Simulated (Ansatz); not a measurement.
Born–Oppenheimer molecular dynamics of a periodic cell of 16 atoms, W (start crystal W, start structure bcc, volume 1.05 times the crystal's). It goes on from the last frame of an earlier run, with new velocities.

All numbers below come from Ansatz 0.2.0, DFT LDA, scalar-relativistic, plane waves, PAW. Settings: accuracy low, cutoff 420 eV, k mesh 2x2x2, fermi-dirac smearing 0.17 eV, no spin polarisation.

- ensemble: NVT, Langevin thermostat
- time step: 3 fs
- steps asked: 260
- set temperature: 1600 K
- friction: 0.02 /fs
- temperature schedule: 195 steps to 300 K, then 65 steps to 300 K
- seed: 783567

Frames 30 fs apart, positions in Å, forces in eV/Å.

Velocities at 120.0 fs (Å/ps):

```
W 2.08 3.94 1.48
W -1.79 -2.48 -1.64
W 0.70 2.47 0.79
W -0.15 -0.37 -4.14
W -4.09 2.51 3.72
W 0.01 -1.01 0.48
W 5.36 1.29 -0.09
W -0.27 1.47 1.17
W -0.30 0.41 0.25
W 1.72 -3.10 -3.14
W -2.21 1.48 -1.40
W 7.46 -1.16 -2.52
W -0.02 -1.23 -0.15
W 1.52 -2.54 -3.58
W 1.82 -1.41 0.00
W 0.82 -0.18 1.10
```

```xyz
16
Lattice="6.4236 0.0000 0.0000 0.0000 6.4236 0.0000 0.0000 0.0000 6.4236" Properties=species:S:1:pos:R:3:forces:R:3 time_fs=120.0 energy_less_start_eV=-1.179 T=1180
W 0.255 -0.187 0.197 -0.59 0.16 -0.41
W 3.403 -0.131 0.219 1.02 0.04 -0.72
W 0.293 2.969 0.220 -0.53 1.36 -0.26
W 0.029 -0.270 3.368 3.11 1.77 0.51
W 1.836 1.475 1.614 -0.01 -0.41 2.73
W 3.531 3.076 0.444 -0.67 0.09 -2.92
W 3.545 -0.142 3.441 -2.11 0.74 0.04
W 4.997 1.403 1.803 0.90 0.67 0.89
W 0.322 3.089 3.458 -1.04 -0.41 -1.33
W 1.852 4.739 1.723 -0.32 -0.72 1.78
W 1.787 1.581 4.863 1.10 -1.70 1.25
W 3.431 3.201 3.553 0.46 -1.57 -0.96
W 5.014 4.669 1.870 0.64 -0.43 -0.72
W 5.098 1.470 5.086 -0.83 -0.42 -0.58
W 1.902 4.746 5.065 -0.23 -0.28 -0.53
W 5.155 4.566 5.014 -0.91 1.10 1.22
16
Lattice="6.4236 0.0000 0.0000 0.0000 6.4236 0.0000 0.0000 0.0000 6.4236" Properties=species:S:1:pos:R:3:forces:R:3 time_fs=150.0 energy_less_start_eV=-1.418 T=1295
W 0.296 -0.110 0.223 -1.19 -0.53 -0.75
W 3.340 -0.120 0.148 1.33 0.05 0.65
W 0.282 3.011 0.192 -0.75 0.68 0.14
W 0.085 -0.247 3.282 2.63 1.05 1.42
W 1.779 1.541 1.802 0.65 -1.50 0.19
W 3.452 3.076 0.396 0.37 -0.52 -2.73
W 3.610 -0.127 3.493 -2.66 -0.24 -0.79
W 4.962 1.411 1.844 1.15 0.50 -0.45
W 0.324 3.088 3.435 -1.08 -0.01 -0.84
W 1.911 4.609 1.702 -0.72 1.50 2.05
W 1.739 1.574 4.868 1.59 -1.58 1.51
W 3.576 3.130 3.446 -1.29 -0.73 0.43
W 5.081 4.646 1.807 0.01 0.01 -0.36
W 5.054 1.440 5.043 -0.03 0.03 0.32
W 1.859 4.707 5.062 0.19 0.05 -0.99
W 5.106 4.562 5.063 -0.22 1.23 0.19
16
Lattice="6.4236 0.0000 0.0000 0.0000 6.4236 0.0000 0.0000 0.0000 6.4236" Properties=species:S:1:pos:R:3:forces:R:3 time_fs=180.0 energy_less_start_eV=-1.535 T=1288
W 0.299 -0.137 0.286 -1.20 -0.35 -1.42
W 3.342 -0.086 0.090 1.06 -0.85 2.15
W 0.244 2.961 0.198 -0.19 0.73 0.22
W 0.271 -0.193 3.285 -0.56 -0.25 2.26
W 1.795 1.472 1.968 0.94 -0.61 -1.77
W 3.441 3.017 0.349 0.06 0.10 -1.34
W 3.480 -0.195 3.576 -0.44 -0.02 -1.84
W 4.936 1.385 1.953 1.23 0.13 -1.21
W 0.292 3.053 3.377 -0.48 0.13 0.83
W 1.872 4.586 1.717 0.40 0.91 1.78
W 1.765 1.471 4.981 0.75 -0.28 0.90
W 3.619 3.105 3.499 -2.10 -0.57 -0.19
W 5.161 4.615 1.705 -1.09 0.44 1.37
W 5.028 1.469 5.098 0.48 -0.75 -0.19
W 1.807 4.634 5.109 0.34 0.06 -1.33
W 5.042 4.576 5.068 0.80 1.18 -0.21
16
Lattice="6.4236 0.0000 0.0000 0.0000 6.4236 0.0000 0.0000 0.0000 6.4236" Properties=species:S:1:pos:R:3:forces:R:3 time_fs=210.0 energy_less_start_eV=-1.288 T=1165
W 0.237 -0.277 0.281 -0.09 1.04 -1.14
W 3.312 -0.129 0.091 1.48 -0.98 2.31
W 0.333 2.984 0.125 -1.14 -0.17 1.43
W 0.388 -0.136 3.309 -1.75 -1.18 2.22
W 1.833 1.433 1.898 0.49 -0.24 -0.85
W 3.452 2.978 0.328 0.57 0.30 -0.35
W 3.420 -0.304 3.595 0.73 0.89 -1.68
W 4.932 1.310 2.066 0.83 0.55 -1.95
W 0.212 3.013 3.330 0.65 0.10 1.17
W 1.866 4.562 1.819 0.68 0.58 0.21
W 1.825 1.420 5.058 0.21 -0.26 -0.36
W 3.567 3.090 3.573 -1.29 -1.38 -0.97
W 5.179 4.599 1.724 -1.49 -0.05 1.40
W 5.088 1.456 5.165 -0.12 -1.02 -0.62
W 1.853 4.521 5.048 -0.20 0.97 -0.15
W 5.071 4.570 5.104 0.43 0.85 -0.67
16
Lattice="6.4236 0.0000 0.0000 0.0000 6.4236 0.0000 0.0000 0.0000 6.4236" Properties=species:S:1:pos:R:3:forces:R:3 time_fs=240.0 energy_less_start_eV=-1.314 T=1062
W 0.159 -0.318 0.283 1.40 1.35 -0.99
W 3.349 -0.185 0.182 1.00 -0.81 1.12
W 0.442 2.979 0.108 -2.10 -0.17 1.85
W 0.414 -0.111 3.344 -1.72 -1.42 1.86
W 1.839 1.413 1.790 0.84 -0.09 0.43
W 3.578 2.943 0.315 -0.34 0.55 0.25
W 3.450 -0.292 3.548 0.72 0.46 -0.56
W 5.000 1.273 2.082 0.44 1.39 -1.95
W 0.300 3.027 3.343 -0.57 -0.19 0.82
W 1.944 4.617 1.911 -0.06 -0.45 -1.23
W 1.864 1.413 5.066 0.36 -1.03 -0.42
W 3.509 2.964 3.628 0.30 -0.13 -1.73
W 5.155 4.660 1.769 -0.94 -1.49 1.62
W 5.117 1.353 5.191 -0.11 0.05 -0.77
W 1.840 4.473 4.986 0.70 1.76 1.05
W 5.084 4.552 5.151 0.09 0.24 -1.37
16
Lattice="6.4236 0.0000 0.0000 0.0000 6.4236 0.0000 0.0000 0.0000 6.4236" Properties=species:S:1:pos:R:3:forces:R:3 time_fs=270.0 energy_less_start_eV=-1.605 T=1408
W 0.109 -0.252 0.240 2.57 0.50 0.07
W 3.530 -0.272 0.299 -1.47 0.44 0.04
W 0.458 3.019 0.230 -1.63 -0.25 0.20
W 0.391 -0.135 3.388 -0.98 -0.78 1.66
W 1.871 1.437 1.743 0.82 -0.67 1.23
W 3.676 2.915 0.350 -1.52 0.64 -0.06
W 3.512 -0.291 3.551 -0.01 0.66 -0.22
W 5.100 1.284 2.070 -0.03 1.80 -1.84
W 0.360 3.054 3.407 -1.16 -0.41 1.04
W 1.928 4.666 1.970 0.24 -0.78 -1.61
W 1.945 1.408 5.037 -0.71 -0.49 0.59
W 3.450 2.926 3.581 1.12 0.68 -0.84
W 5.133 4.681 1.879 -0.07 -1.85 0.66
W 5.069 1.317 5.169 0.91 0.77 -0.51
W 1.828 4.623 5.068 0.84 -0.14 0.79
W 5.025 4.547 5.169 1.09 -0.10 -1.20
16
Lattice="6.4236 0.0000 0.0000 0.0000 6.4236 0.0000 0.0000 0.0000 6.4236" Properties=species:S:1:pos:R:3:forces:R:3 time_fs=300.0 energy_less_start_eV=-1.464 T=932
W 0.214 -0.152 0.141 1.11 -0.37 1.42
W 3.609 -0.302 0.404 -1.09 0.75 -0.65
W 0.423 3.030 0.373 -0.89 0.10 -1.84
W 0.323 -0.124 3.420 0.31 -0.67 1.03
W 1.938 1.449 1.727 0.20 -0.89 2.06
W 3.692 2.907 0.366 -1.61 0.82 -0.64
W 3.542 -0.297 3.603 -0.38 0.87 -0.87
W 5.166 1.335 2.024 -0.29 0.72 -1.53
W 0.392 3.091 3.376 -0.75 -0.85 2.40
W 1.927 4.699 1.940 0.29 -0.68 -0.55
W 2.053 1.375 5.071 -1.81 0.60 0.15
W 3.451 2.952 3.503 1.00 0.42 0.26
W 5.166 4.564 1.974 -0.12 0.32 -0.63
W 5.065 1.363 5.103 1.59 0.59 0.02
W 1.843 4.723 5.182 0.51 -1.48 -0.50
W 4.994 4.569 5.137 1.94 -0.26 -0.12
16
Lattice="6.4236 0.0000 0.0000 0.0000 6.4236 0.0000 0.0000 0.0000 6.4236" Properties=species:S:1:pos:R:3:forces:R:3 time_fs=330.0 energy_less_start_eV=-1.426 T=809
W 0.343 -0.095 0.117 -0.41 -1.00 1.84
W 3.601 -0.291 0.384 0.11 0.58 -0.56
W 0.368 2.987 0.427 0.04 0.97 -2.17
W 0.246 -0.088 3.409 1.59 -1.03 0.95
W 1.969 1.386 1.733 0.10 0.24 2.06
W 3.655 2.893 0.326 -1.08 1.24 -0.72
W 3.558 -0.253 3.618 -0.25 0.57 -1.36
W 5.226 1.433 1.986 -1.05 -0.41 -1.26
W 0.407 3.119 3.450 -0.46 -0.84 1.59
W 1.960 4.728 1.912 -0.26 -1.18 -0.05
W 2.091 1.388 5.054 -1.86 1.05 0.09
W 3.482 2.967 3.439 0.81 0.43 0.96
W 5.167 4.543 2.002 -0.05 1.15 -1.30
W 5.137 1.376 5.111 0.77 0.75 -0.19
W 1.847 4.786 5.171 0.82 -2.23 -0.72
W 5.054 4.583 5.087 1.17 -0.29 0.84
16
Lattice="6.4236 0.0000 0.0000 0.0000 6.4236 0.0000 0.0000 0.0000 6.4236" Properties=species:S:1:pos:R:3:forces:R:3 time_fs=360.0 energy_less_start_eV=-1.657 T=1267
W 0.418 -0.088 0.148 -0.98 -1.12 1.31
W 3.522 -0.278 0.314 1.09 0.84 0.09
W 0.332 2.987 0.350 0.77 1.75 -0.71
W 0.215 -0.036 3.428 2.13 -1.51 0.60
W 1.977 1.337 1.811 0.15 0.96 0.96
W 3.546 2.946 0.335 0.22 1.24 -0.62
W 3.611 -0.214 3.612 -0.76 0.50 -1.54
W 5.335 1.541 1.921 -2.49 -1.28 -0.20
W 0.345 3.096 3.590 -0.20 0.23 -0.75
W 1.938 4.678 1.941 -0.47 -0.63 -0.46
W 2.076 1.530 5.063 -1.93 -1.17 0.41
W 3.420 2.946 3.432 1.95 1.50 0.50
W 5.120 4.637 1.885 0.43 0.33 0.14
W 5.168 1.454 5.174 0.01 0.03 -0.71
W 1.928 4.759 5.092 0.02 -1.20 0.20
W 5.146 4.658 5.082 0.06 -0.46 0.77
16
Lattice="6.4236 0.0000 0.0000 0.0000 6.4236 0.0000 0.0000 0.0000 6.4236" Properties=species:S:1:pos:R:3:forces:R:3 time_fs=390.0 energy_less_start_eV=-1.346 T=880
W 0.363 -0.049 0.184 0.24 -1.62 1.06
W 3.599 -0.233 0.310 -0.75 0.59 -0.41
W 0.359 3.039 0.275 0.05 1.47 0.63
W 0.292 -0.038 3.488 0.98 -1.22 -0.06
W 2.000 1.321 1.887 -0.09 1.03 0.22
W 3.444 2.990 0.343 1.27 1.10 -0.43
W 3.668 -0.195 3.536 -1.25 0.37 -0.48
W 5.370 1.610 1.849 -2.45 -1.79 0.81
W 0.255 3.074 3.668 0.54 0.34 -2.29
W 1.847 4.627 2.040 0.23 0.24 -1.86
W 1.998 1.571 5.126 -0.90 -2.27 -0.20
W 3.376 2.990 3.466 2.21 0.82 0.30
W 5.063 4.711 1.806 1.12 -0.50 1.09
W 5.142 1.449 5.174 -0.23 0.28 -0.77
W 1.949 4.652 5.016 0.04 0.97 1.84
W 5.202 4.654 5.085 -1.01 0.19 0.54
16
Lattice="6.4236 0.0000 0.0000 0.0000 6.4236 0.0000 0.0000 0.0000 6.4236" Properties=species:S:1:pos:R:3:forces:R:3 time_fs=420.0 energy_less_start_eV=-1.465 T=933
W 0.273 -0.032 0.201 1.40 -1.40 1.09
W 3.637 -0.196 0.309 -1.89 0.25 -0.26
W 0.398 3.124 0.228 -1.83 0.08 1.19
W 0.408 -0.032 3.479 -1.14 -1.28 0.22
W 1.989 1.387 1.943 -0.20 0.48 -0.43
W 3.359 3.018 0.362 2.30 0.81 -0.45
W 3.602 -0.160 3.450 -0.39 0.13 0.72
W 5.300 1.598 1.797 -1.71 -1.23 1.14
W 0.210 3.047 3.594 0.57 0.62 -1.12
W 1.807 4.581 2.047 0.90 1.01 -1.91
W 1.895 1.539 5.166 0.48 -1.76 -0.78
W 3.446 3.054 3.526 1.07 -0.15 0.05
W 5.076 4.714 1.861 0.65 -0.33 0.53
W 5.086 1.409 5.150 -0.08 1.26 -0.88
W 1.902 4.572 5.023 0.47 2.16 1.46
W 5.156 4.716 5.133 -0.59 -0.66 -0.55
16
Lattice="6.4236 0.0000 0.0000 0.0000 6.4236 0.0000 0.0000 0.0000 6.4236" Properties=species:S:1:pos:R:3:forces:R:3 time_fs=450.0 energy_less_start_eV=-1.477 T=792
W 0.228 -0.114 0.185 1.42 -0.52 1.28
W 3.592 -0.132 0.275 -1.73 -0.68 0.49
W 0.347 3.134 0.181 -1.46 -0.77 1.43
W 0.461 -0.030 3.514 -2.29 -1.22 -0.43
W 1.992 1.429 1.964 -0.56 0.39 -0.59
W 3.393 3.014 0.347 1.30 1.01 -0.24
W 3.530 -0.132 3.479 0.48 -0.19 0.21
W 5.187 1.518 1.697 -0.49 -0.61 2.16
W 0.152 3.034 3.497 1.60 0.34 -0.18
W 1.756 4.605 1.986 1.81 0.67 -1.24
W 1.840 1.490 5.185 1.17 -0.67 -0.92
W 3.593 3.101 3.583 -1.36 -0.70 -0.88
W 5.149 4.654 1.915 -0.97 0.68 -0.16
W 5.076 1.431 5.117 0.04 0.69 -1.01
W 1.861 4.549 5.018 0.57 1.91 1.02
W 5.049 4.706 5.169 0.48 -0.34 -0.94
```

Of the whole run (780 fs, mean temperature of the second half 510 K): The schedule's set-point averaged 409 K over the second half and the system 510 K, so it lags behind the ramp. A run of 0.78 ps of so small a system gives no equilibrium averages. Limits of this set-up: coarse k mesh, low accuracy level.

The run took 16 min on 2 threads of Intel(R) Xeon(R) Platinum 8488C (Sapphire Rapids), with other jobs on the host, peak memory 0.94 GiB.
